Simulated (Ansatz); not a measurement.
Relaxation of a periodic cell of 17 atoms, FeSi16 (host Si, host structure diamond, interstitial Fe), to a largest force component of 0.03 eV/Å in at most 60 steps.

These are results of DFT r2SCAN, scalar-relativistic, plane waves, PAW (Ansatz), not measurements. Settings: PAW set soft_1, cutoff 500 eV, k mesh 2x2x2, gaussian smearing 0.05 eV, spin collinear.

```xyz
17
Lattice="0.0000 5.4300 5.4300 5.4300 0.0000 5.4300 5.4300 5.4300 0.0000" Properties=species:S:1:pos:R:3
Si 0.000 0.000 0.000
Si 1.357 1.357 1.357
Si 2.715 2.715 0.000
Si 4.072 4.072 1.357
Si 2.715 0.000 2.715
Si 4.072 1.357 4.072
Si 5.430 2.715 2.715
Si 6.787 4.072 4.072
Si 0.000 2.715 2.715
Si 1.357 4.072 4.072
Si 2.715 5.430 2.715
Si 4.072 6.787 4.072
Si 2.715 2.715 5.430
Si 4.072 4.072 6.787
Si 5.430 5.430 5.430
Si 6.787 6.787 6.787
Fe 8.094 5.441 5.430
```

Problem. Where does it end, and by what steps?

Solution. The run converged. The force dipped under the threshold on the way, but the program's further checks kept it going. Limits of this set-up: coarse k mesh, a small cell, in which the defect meets its images, a typed lattice constant that wasn't relaxed here. After 13 steps the energy has fallen by 0.042 eV; Si16 moved furthest, 0.06 Å.

```
step  energy less start (eV)  largest force component (eV/Å)  accepted
   0                  0.0000                           0.326       yes
   1                 -0.0331                           0.181       yes
   2                 -0.0397                           0.038       yes
   3                 -0.0407                           0.024       yes
   4                 -0.0409                           0.010       yes
   5                 -0.0409                           0.004       yes
   6                 -0.0409                           0.008       yes
   7                 -0.0410                           0.045       yes
   8                 -0.0409                           0.069        no
   9                 -0.0415                           0.040       yes
  10                 -0.0364                           0.118        no
  11                 -0.0417                           0.012       yes
  12                 -0.0418                           0.005       yes
  13                 -0.0418                           0.004       yes
```

```xyz
17
Lattice="0.0000 5.4300 5.4300 5.4300 0.0000 5.4300 5.4300 5.4300 0.0000" Properties=species:S:1:pos:R:3
Si 0.021 -0.006 -0.006
Si 1.356 1.358 1.357
Si 2.720 2.686 -0.011
Si 4.070 4.069 1.348
Si 2.719 -0.010 2.685
Si 4.069 1.349 4.069
Si 5.391 2.739 2.739
Si 6.795 4.056 4.056
Si 0.009 2.711 2.710
Si 1.361 4.061 4.060
Si 2.702 5.447 2.725
Si 4.093 6.784 4.058
Si 2.701 2.726 5.446
Si 4.093 4.059 6.783
Si 5.432 5.440 5.439
Si 6.758 6.826 6.825
Fe 8.106 5.448 5.447
```

Whether the end is a true minimum wasn't checked by a vibrational analysis.

Run time: 3.1 min on 4 threads of AMD EPYC 9R45 96-Core Processor (Zen 5), on a shared host, peak memory 1.9 GiB.
